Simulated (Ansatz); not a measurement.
# CCSDT(Q)/STO-3G run of SiNH2Cl (SMILES N[Si]Cl)

What is the electronic atomisation energy of SiNH2Cl at CCSDT(Q)/STO-3G? 

The results are computed with Ansatz 0.2.0.

66 further runs of the same task are left out: 66 set aside as unsound or not needed.

## Step 1: The system as given

SiNH2Cl has 5 atoms, charge 0, and is taken as a singlet. As SMILES, `N[Si]Cl`. Geometry: relaxed at PBE0-D4/def2-TZVP. This is one conformer, not always the lowest.

Bond lengths: N1–Si2 1.701 Å, Si2–Cl3 2.104 Å, N1–H4 1.009 Å, N1–H5 1.010 Å. Angles: N1–Si2–Cl3 98.2°, Si2–N1–H4 121.0°, Si2–N1–H5 126.0°, H4–N1–H5 113.0°.

## Step 2: A single-point energy at CCSDT(Q)/STO-3G

Input file input.yaml:

```yaml
crystal:
  periodic: [false, false, false]
  atoms:
    - symbol: "N"
      position_ang: [-0.148200, 0.583400, -0.233900]
    - symbol: Si
      position_ang: [-0.116200, -0.341800, 1.192600]
    - symbol: Cl
      position_ang: [0.649000, -2.124500, 0.377300]
    - symbol: H
      position_ang: [-0.473300, 1.538600, -0.227400]
    - symbol: H
      position_ang: [0.138600, 0.270600, -1.150000]
basis:
  gaussian: {orbitals: STO-3G}
correlation: {method: ccsdt_q, frozen_orbitals: {Cl: 5, H: 0, "N": 1, Si: 5}}
accuracy: high
scf: {omitted_lower_state_checks: [cluster_reference, increment]}
```

On the command line:

```console
$ ansatz run input.yaml --threads 1 --pin off --max-ram 2610MiB --events-out events.jsonl --progress --plain --runs-dir runs
```

The program printed, cut to the lines that bear on the results:

```text
Warning: RAYON_NUM_THREADS=1 ignored (pool sized by the plan → 1); use --threads N
Functional definition: HF
  name "HF"
[...]
457 factors; integrals over basis functions are off by at most 1.2e-8 eV
[...]
mean field -21636.89237449 eV, -795.1411287501 hartree, gradient 2.4e-8 eV, S^2 0.000000; 0 other end points of the search recorded, 0 dependent functions left out
11 core orbitals not correlated: weight in the atoms' cores, before any rotation towards them, 1.000 or more for the frozen orbitals, at most 0.000 for the correlated occupied ones
reference -21636.89237449 eV, -795.1411287501 hartree; 9, 9 occupied and 5, 5 virtual orbitals, 457 factors
second order -2.26873466 eV of doubles, -0.00000000 eV of singles
cycle   1  -2.58814895 eV  change   -3.2e-1 eV  update   9.3e-2
[...]
cycle  23  -2.98179263 eV  change   6.4e-10 eV  update  4.1e-10
perturbative correction 0.00069829 eV, 0.0000256616 hartree
Total energy: -21639.87346883 eV, -795.2506819465 hartree
Checks for a lower state left out: cluster_reference, increment
```

Wall time 0.54 s (1 thread of Arm Neoverse V1, shared host).

## Step 3: The Cl atom

Input file input.yaml:

```yaml
crystal:
  periodic: [false, false, false]
  atoms:
    - symbol: Cl
      position_ang: [0.000000, 0.000000, 0.000000]
basis:
  gaussian: {orbitals: STO-3G}
accuracy: high
scf: {omitted_lower_state_checks: [cluster_reference, increment]}
correlation: {method: ccsdt_q, frozen_orbitals: {Cl: 5}}
magnetization: {spin_polarized: true, initial_magnetization: 1}
```

Run the same way, it converges to -454.54219 Eh (log not shown).

## Step 4: The H atom: a single-point energy at UHF/STO-3G

Input file molecule.yaml:

```yaml
crystal:
  periodic: [false, false, false]
  atoms:
    - {symbol: H, position_ang: [0.000000, 0.000000, 0.000000]}
basis:
  gaussian:
    orbitals: STO-3G
hamiltonian:
  xc: hf
magnetization:
  spin_polarized: true
  initial_magnetization: 1
accuracy: high
```

On the command line:

```console
$ ansatz run molecule.yaml --threads 1 --pin off --max-ram 2610MiB --events-out events.jsonl --progress --plain --runs-dir runs
```

The program printed:

```text
Warning: RAYON_NUM_THREADS=1 ignored (pool sized by the plan → 1); use --threads N
Functional definition: HF
  name "HF"
  exchange = exact_x
  correlation = 0
1 factors; integrals over basis functions are off by at most 4.6e-10 eV
mean field evaluation 1: about -12.6963 eV, gradient 0.0e0 eV
mean field evaluation 2: about -12.6963 eV, gradient 0.0e0 eV
mean field -12.69633895 eV, -0.4665818504 hartree, gradient 0.0e0 eV, S^2 0.750000; 0 other end points of the search recorded, 0 dependent functions left out
reference -12.69633895 eV, -0.4665818504 hartree; 1, 0 occupied and 0, 1 virtual orbitals, 1 factors
Total energy: -12.69633895 eV, -0.4665818504 hartree
```

Wall time 0.04 s (1 thread of Arm Neoverse V1, shared host).

## Step 5: The N atom at the same level

Input file molecule.yaml:

```yaml
crystal:
  periodic: [false, false, false]
  atoms:
    - {symbol: N, position_ang: [0.000000, 0.000000, 0.000000]}
basis:
  gaussian:
    orbitals: STO-3G
magnetization:
  spin_polarized: true
  initial_magnetization: 3
scf:
  omitted_lower_state_checks: [cluster_reference, increment]
accuracy: high
correlation:
  method: ccsdt_q
  frozen_orbitals: {"N": 1}
```

Run the same way, it converges to -53.71901 Eh (log not shown).

## Step 6: The Si atom at the same level

Input file in.yaml:

```yaml
crystal:
  periodic: [false, false, false]
  atoms:
    - {symbol: Si, position_ang: [0.000000, 0.000000, 0.000000]}
basis:
  gaussian: {orbitals: STO-3G}
correlation: {method: ccsdt_q, frozen_orbitals: {Si: 5}}
accuracy: high
scf: {omitted_lower_state_checks: [cluster_reference, increment]}
magnetization: {spin_polarized: true, initial_magnetization: 2}
```

Run the same way, it converges to -285.47963 Eh (log not shown).

## Step 7: Summary of results

At CCSDT(Q)/STO-3G, 11 core orbitals frozen:

```
                                              quantity          value
                                molecule: total energy  -795.25068 Eh
molecule: correlation energy (11 core orbitals frozen)     -109.6 mEh
                               molecule: T1 diagnostic          0.019
                                 Cl atom: total energy  -454.54219 Eh
  Cl atom: correlation energy (5 core orbitals frozen)        0.0 mEh
            Cl atom: ⟨S²⟩ of the reference determinant          0.750
                                Cl atom: T1 diagnostic          0.000
                                  H atom: total energy    -0.46658 Eh
                                          H atom: ⟨S²⟩          0.750
                                  N atom: total energy   -53.71901 Eh
    N atom: correlation energy (1 core orbital frozen)        0.0 mEh
             N atom: ⟨S²⟩ of the reference determinant          3.750
                                 N atom: T1 diagnostic          0.000
                                 Si atom: total energy  -285.47963 Eh
  Si atom: correlation energy (5 core orbitals frozen)      -13.4 mEh
            Si atom: ⟨S²⟩ of the reference determinant          2.000
                                Si atom: T1 diagnostic          0.000
                         electronic atomisation energy      15.692 eV
```

In words: Taking the molecule apart into free atoms costs 15.69 eV (362 kcal/mol), before zero-point energy and without spin-orbit coupling. In a minimal basis such a difference can be off by several eV, whatever the method.
